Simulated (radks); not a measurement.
# Si in [Ne] 3s2 4s2: an all-electron calculation

An exercise on one series of results from a longer session: the logs are not shown, and one member is left open.

Program: radks (a radial shooting solver on a logarithmic mesh, Libxc functionals) version 1. Level of theory: scalar-relativistic Kohn-Sham, r2SCAN, spin-polarised, spherical densities, finite nucleus. These are calculated values, not measurements, unless marked.

**The atom as given**

- element: silicon (Z = 14)
- charge: 0
- electrons: 14
- configuration: [Ne] 3s2 4s2
- nuclear rms radius: 3.1224 fm

Outer shells as boxes (Hund's rule):

Si
```
[Ne] core
3s [↑↓]
4s [↑↓]
```

The first run:

The run's settings:

```text
Z 14
configuration [Ne] 3s2 4s2 3p0 3d0 5s0 4f0
relativity scalar-relativistic
functional r2scan,r2scan
spin polarised
nucleus finite rms 3.1224 fm
c 137.035999084
```

The run is started by

```
$ python run_ks.py task.json out
```

The same process makes all the runs of this session.

One of the session's tables, all rows but one given; the rest of the session is left out.

It belongs to the step «Radial structure». Sizes of the orbitals, from the radial functions (bohr):

```
level     <r>  outermost maximum (interpolated)  90 % within  nodes
   1s  0.1113                            0.0726        0.199      0
   2s  0.5650                             0.453        0.889      1
   2p       ?                                 ?            ?      ?
   3s   1.990                              1.71         2.97      2
   3p   2.356                              1.93         3.65      1
   4s   5.799                              5.18         8.36      3
   3d   4.706                              3.58         7.68      0
```

Q: Estimate the row for 2p from the others.

As computed: <r>: 0.5356; outermost maximum (interpolated): 0.388; 90 % within: 0.898; nodes: 0. In the column «<r>» it lies between 1s (0.1113) and 2s (0.5650).
